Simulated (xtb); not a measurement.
**InGeH4F (SMILES [F][InH][GeH3]) at GFN2-xTB**

Aim: a structure relaxation of InGeH4F. 

The calculation is run with xtb 6.7.1 later snapshot.

2 further runs of the same task are left out: 2 set aside as unsound or not needed.

### Step 1. The system as given

InGeH4F: 7 atoms, total charge 0, spin state singlet. SMILES: `[F][InH][GeH3]`. All atoms were displaced at random from a relaxed shape. The run starts from this shape.

Bond lengths: F1–In2 1.950 Å, In2–Ge3 2.625 Å, In2–H4 1.801 Å, Ge3–H5 1.499 Å, Ge3–H6 1.488 Å, Ge3–H7 1.600 Å. Angles: F1–In2–Ge3 113.3°, F1–In2–H4 102.3°, Ge3–In2–H4 144.3°, In2–Ge3–H5 118.2°, In2–Ge3–H6 102.8°, In2–Ge3–H7 113.2°, H5–Ge3–H6 111.6°, H5–Ge3–H7 106.9°, H6–Ge3–H7 103.1°.

### Step 2. A structure relaxation at GFN2-xTB

File detailed.inp:

```
$chrg 0
$spin 0
$end
```

File mol.xyz:

```xyz
7
FGeH4In
F     -1.404340    -1.815180     1.503560
In    -0.527560    -1.307850    -0.162260
Ge     0.478850     1.115750    -0.109910
H     -0.696460    -2.799980    -1.156190
H      0.367030     1.956630    -1.345430
H     -0.225990     1.740160     1.042280
H      2.013920     1.151100     0.340130
```

Run with:

```console
$ xtb mol.xyz --opt normal --input detailed.inp --gfn 2 > run.log 2> xtb.err
```

What values should one expect? Wanted: total energy at the end; dipole moment; HOMO energy; LUMO energy; HOMO–LUMO gap; dispersion energy; mean polarisability.

**Answer.** As computed:

Level: GFN2-xTB.

| quantity | value |
| --- | --- |
| total energy at the end | -9.95142 Eh |
| dipole moment | 4.33 D |
| HOMO energy | -11.10 eV |
| LUMO energy | -7.25 eV |
| HOMO–LUMO gap | 3.85 eV |
| dispersion energy | -7.82 kJ/mol |
| mean polarisability (D4 model) | 70.2 bohr³ |

What this shows: At the final geometry: Bond lengths: F1–In2 1.979 Å, In2–Ge3 2.596 Å, In2–H4 1.731 Å, Ge3–H5 1.514 Å, Ge3–H6 1.512 Å, Ge3–H7 1.514 Å. Angles: F1–In2–Ge3 109.4°, F1–In2–H4 107.3°, Ge3–In2–H4 143.3°, In2–Ge3–H5 116.9°, In2–Ge3–H6 108.9°, In2–Ge3–H7 114.2°, H5–Ge3–H6 105.7°, H5–Ge3–H7 104.8°, H6–Ge3–H7 105.4°. The optimisation took 7 steps and changed the energy by -0.098 eV. Mulliken charges run from -0.39 on F1 to +0.27 on In2.
